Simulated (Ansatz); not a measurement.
# GaHOF+ (singlet): wave-function methods side by side, cc-pVDZ

One table from this session's results is given with a row withheld; the runs are named, their logs left out.

Program: Ansatz 0.2.0, Gaussian basis. Level of theory: cc-pVDZ, core rule «outside noble gas», up to 16 orbitals frozen. These are calculated values, not measurements.

Plan: UHF; CCSD(T) on RHF; CCSD(T) on UHF; BCCD(T) on RHF; CISD; CCSDT(Q) on RHF; CCSDT(Q) on UHF.

23 further runs of the same task are left out: 5 for a known fault of the program, 5 that didn't finish, 13 set aside as unsound or not needed.

### What is computed

The geometry is a PBE0/def2-TZVP stationary point (not a proven minimum) of the parent state, kept for this charge and spin. No spin-orbit coupling is included. The filled d shell of Ga may be among the frozen orbitals whatever the setting's name suggests; the logs give the count.

4 atoms, charge 1, spin multiplicity 1.

Atoms are counted from 1 here; the program's logs count them from 0.

Bond lengths: F1–Ga2 1.760 Å, Ga2–O3 1.795 Å, O3–H4 0.961 Å. Angles: F1–Ga2–O3 114.8°, Ga2–O3–H4 113.8°.

Set-up of the first run:

in.yaml

```yaml
crystal:
  periodic: [false, false, false]
  atoms:
    - {symbol: F, position_ang: [0.000000, -0.613878, 1.472476]}
    - {symbol: Ga, position_ang: [0.000000, 0.320760, -0.018355]}
    - {symbol: O, position_ang: [0.000000, -0.660347, -1.521903]}
    - {symbol: H, position_ang: [0.000000, -0.135382, -2.326935]}
basis:
  gaussian: {orbitals: cc-pVDZ}
total_charge: 1
magnetization: {spin_polarized: true, initial_magnetization: 0}
hamiltonian: {xc: hf}
output: {orbitals: {seedname: orbitals}}
```

On the command line:

```bash
$ ansatz run in.yaml --threads 1 --pin off --events-out ev --progress --plain --max-ram 2393MiB
```

Steps of the session up to this table: UHF; CCSD(T) on RHF; CCSD(T) on UHF; BCCD(T) on RHF; CISD; CCSDT(Q) on RHF; CCSDT(Q) on UHF.

One of the session's tables, all rows but one given; the rest of the session is left out.

| method | from RCCSDT(Q) (meV) |
| --- | --- |
| RHF | +12616.7 |
| UHF | +12597.0 |
| RMP2 | +464.7 |
| RCCSD | ? |
| RCCSD(T) | +78.0 |
| BCCD(T) | +72.3 |
| RCCSDT | +55.7 |
| RCCSDT(Q) | 0 |

Q: Estimate the row for RCCSD from the others.

As computed: from RCCSDT(Q) (meV): +419.6. In the column «from RCCSDT(Q) (meV)» it lies between RCCSD(T) (+78.0) and RMP2 (+464.7).

Not comparable, so not listed: CCSD(T) on UHF; CCSDT(Q) on UHF (they don't share determinant, frozen orbitals or solution with the rows shown, or repeat one).

Caveats from the session: Warnings: restricted reference is unstable; spin contamination; large T1 diagnostic.
